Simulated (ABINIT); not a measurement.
TaAs:

```
CELL_PARAMETERS angstrom
-1.72181 1.72181 5.86794
1.72181 -1.72181 5.86794
1.72181 1.72181 -5.86794
ATOMIC_POSITIONS crystal
Ta 0.49997 0.49997 0.00000
Ta 0.24997 0.74997 0.50000
As 0.08263 0.08263 0.00000
As 0.83263 0.33263 0.50000
```

The cell is a database's computed one.

Base run:

```yaml
Program: ABINIT 10.8.3 (patched build)
Functional: PBE
Potentials_or_basis: JTH PAW PBE v2.0
Cutoff: 517 eV
k_mesh: 7 × 7 × 7
Occupations: fermi-dirac, width 0.05 eV
Spin: no spin polarisation
```

Its results: band gap on the k mesh 0.06 eV, direct; pressure 2.1 GPa; largest force 0.029 eV/Å.

**Question.** After a change of settings the same cell gave: band gap on the k mesh none (metal or under the smearing width); pressure 2.6 GPa; largest force 0.028 eV/Å. Which change was it?
A. k mesh from 7 × 7 × 7 to 4 × 4 × 4
B. functional from PBE to PBEsol; k mesh from 7 × 7 × 7 to 9 × 9 × 9
C. functional from PBE to PBEsol; k mesh from 7 × 7 × 7 to 11 × 11 × 11
D. functional from PBE to PBEsol

**Answer.** A.

Caveats: some runs use coarse meshes; spin-orbit coupling is left out, which moves the levels of the heavy elements (some runs); an odd mesh through Γ misses points on the zone boundary, where band edges often lie (some runs).

Not every run made on this cell is shown here.
